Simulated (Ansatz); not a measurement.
Co2Pd under changes of volume

One of the cells (12.694 Å³/atom); the others are scaled copies at fixed shape and fractional positions:

```
Pd Co
1.0
     2.63793    0.00000    0.00000
    -1.31897    2.28451    0.00000
     0.00000    0.00000    6.31934
Pd Co
1 2
Direct
  0.00000 0.00000 0.00000
  0.66667 0.33333 0.34978
  0.33333 0.66667 0.65022
```

The cell comes from a database or a generator and needn't be the stable form of this composition.

- Program: Ansatz 0.2.0
- Functional: LDA
- Potentials or basis: Ansatz PAW
- Cutoff: 420 eV (not typed: the program's choice for these potentials)
- k mesh: 12 × 12 × 4
- Occupations: fermi-dirac, width 0.05 eV
- Spin: collinear spin, ferromagnetic start
- Starting moments: [0.0, 2.0, 2.0] μB

| volume (Å³/atom) | energy over the lowest point (meV/atom) | pressure (GPa) | moment (μB per cell) | largest force (eV/Å) |
| --- | --- | --- | --- | --- |
| 11.933 | 0.00 | -5.7 | 3.62 | 0.051 |
| 12.187 | 12.75 | -10.0 | 3.65 | 0.085 |
| 12.440 | 31.93 | -13.8 | 3.68 | 0.117 |
| 12.694 | 56.68 | -17.1 | 3.72 | 0.147 |
| 12.948 | 86.32 | -20.0 | 3.75 | 0.176 |
| 13.202 | 120.21 | -22.5 | 3.79 | 0.203 |
| 13.456 | ? | ? | ? | ? |

What does the run at 13.456 Å³/atom give?

Energy over the lowest point 157.85 meV/atom; pressure -24.7 GPa; moment 3.82 μB per cell; largest force 0.230 eV/Å.

Worked out: A Birch-Murnaghan fit of order 3 (a polynomial in V^(-2/3)) to the other rows has its minimum at 11.64 Å³/atom, just outside them, with B0 = V·E''(V) = 250 GPa and B' = 5.3 at fixed shape and positions, which overstates the stiffness. It gives 157.73 meV/atom at 13.456 Å³/atom, against the run's 157.85, and -dE/dV = -24.7 GPa, against -24.7. A straight line through the other rows of the moment, of slope 0.134 μB per Å³/atom, extrapolates to 3.82 μB, against the run's 3.82.

Energies are extrapolated to zero smearing.

Caveats: the PAW data sets come from PBE, with cores solved anew for the run's functional, which leaves a small shift of forces and pressure.
